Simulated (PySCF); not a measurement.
**OsSCl₂: quintet, from a trigonal planar start**

The task is one start of a wider search on OsSCl₂: the quintet, from a trigonal planar start. It is relaxed, tested by its Hessian and followed downhill if it is a saddle.

Method: PBE0, basis Os def2-SVP with ECP60, S def2-SVP, Cl def2-SVP, scalar-relativistic core potentials, no spin–orbit coupling, density fitting; program: PySCF 2.14.0.

### 1 Where the work starts

4 atoms, charge 0, spin multiplicity 5.

Bond lengths: Os1–S2 2.100 Å, Os1–Cl3 2.280 Å, Os1–Cl4 2.280 Å. Angles: S2–Os1–Cl3 120.0°, S2–Os1–Cl4 120.0°, Cl3–Os1–Cl4 120.0°.

Coordinates in bohr (charge 0 multiplicity 5):
```
Os    0.0000    0.0000    0.0000
S    -1.9842   -3.4368    0.0000
Cl    4.3086    0.0000    0.0000
Cl   -2.1543    3.7313    0.0000
```

### 2 First SCF at the start

The steps below are one call of a driver around PySCF. For each, scf.py gives the equivalent set-up of the SCF; relaxations use the driver's own optimiser. After this first run the driver tries any further starts and a stability analysis.

scf.py

```python
from pyscf import gto, scf, dft
mol = gto.M(atom='''
Os     0.000000     0.000000     0.000000
S     -1.050000    -1.818700     0.000000
Cl     2.280000     0.000000     0.000000
Cl    -1.140000     1.974500     0.000000''',
    basis={'Os': 'def2-SVP', 'S': 'def2-SVP', 'Cl': 'def2-SVP'},
    ecp={'Os': 'def2-SVP'},
    charge=0, spin=4)
mf = dft.UKS(mol, xc='PBE0')
mf.grids.atom_grid = (50, 194)
aux = {'Os': 'def2-universal-JKFIT', 'S': 'def2-universal-JKFIT', 'Cl': 'def2-universal-JKFIT'}
mf = mf.density_fit(auxbasis=aux)
mf.conv_tol = 1e-08
mf.diis_space = 10
mf.max_cycle = 60
mf.init_guess = 'minao'
mf.verbose = 4
mf.kernel()
```

Launch:

```sh
$ OMP_NUM_THREADS=2 python axn.py task.json out
```

Further steps of the session: Trigonal planar start, quintet: relaxation; Hessian and properties.

Before running it: what results should come out? Wanted: minimum; geometry; wavenumbers; dipole moment; highest occupied, lowest empty level; polar-tensor charge of Os1; zero-point energy; atomisation energy; ⟨S²⟩.

As calculated:

| quantity | value |
| --- | --- |
| minimum | quintet, C2v |
| geometry | Os–Cl 2.276 Å (×2), Os–S 2.121 Å; Cl–Os–Cl 100.4°, Cl–Os–S 129.8° (×2) |
| wavenumbers (cm⁻¹) | 58 (b1), 77 (b2), 118 (a1), 377 (b2), 382 (a1), 516 (a1) |
| dipole moment | 0.62 D |
| highest occupied, lowest empty level (either spin) | -7.12, -4.90 eV |
| polar-tensor charge of Os1 | +1.17 e |
| zero-point energy | 9.1 kJ/mol |
| entropy at 298.15 K | 367.6 J/(mol K) |
| atomisation energy (no zero-point energy) | 1039 kJ/mol |
| ⟨S²⟩ | 6.028 |

**Reading.** The trigonal planar start keeps its C2v symmetry and ends in a minimum. In the infrared the band at 377 cm⁻¹ (b2, stretch) leads. Most of the spin sits on Os1 (Mulliken spin 2.96, against 4 for the whole molecule). Other starts or spin states, not run here, may lie lower. Open d and f shells are described by one determinant, and the ground state may have another occupation or spin. Spin–orbit coupling, left out here, can matter for elements this heavy.
